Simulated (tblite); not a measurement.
# GeH12N2Si3: the cost of one run

Computed with tblite 0.8.0 and PySCF 2.14.0, with density-fitted response routines of our own, on a single molecule in the gas phase. Atoms are numbered from 0 throughout.

## Step 1: The molecule as given

18 atoms, charge 0, multiplicity 1; geometry from: force field or distance geometry start.

Bonds of the start (Å): N0–Si1 1.78, Si1–Si2 2.23, Si1–Ge3 2.30, Ge3–N4 1.85, Ge3–Si5 2.30, N0–H6 1.04, N0–H7 1.03, Si1–H8 1.48, Si2–H9 1.48, Si2–H10 1.46, Si2–H11 1.48, Ge3–H12 1.58, N4–H13 1.04, N4–H14 1.02, Si5–H15 1.47, Si5–H16 1.48, Si5–H17 1.47.

## Step 2: Geometry optimisation with GFN2-xTB

What the job is given:

```
{"job": {"kind": "relax", "xc": "GFN2-xTB", "basis": "xTB"}, "charge": 0, "multiplicity": 1}
N     -0.800600     2.112300    -0.543600
Si    -0.898900     0.618500     0.419700
Si    -2.796700    -0.376800    -0.206800
Ge     0.944200    -0.722000     0.084900
N      0.490600    -2.094500    -1.065300
Si     2.785900     0.441300    -0.650600
H     -1.514500     2.816200    -0.254500
H      0.145800     2.525800    -0.584400
H     -0.990400     0.955300     1.856300
H     -2.880300    -0.193200    -1.673800
H     -2.783000    -1.791200     0.136100
H     -3.942500     0.269200     0.465900
H      1.268900    -1.395900     1.472300
H      1.228100    -2.329300    -1.766900
H      0.180500    -2.946800    -0.590600
H      3.940200    -0.471400    -0.581400
H      2.588700     0.984700    -2.008200
H      3.025100     1.604200     0.214400
```

On the command line:

```console
> OMP_NUM_THREADS=1 python probes_run.py task.json out
```

The driver reads the jobs from task.json and runs them one after another.

Q: Estimate the wall time of this first job on 1 thread of Arm Neoverse N1, shared host.

About 1.9 s.
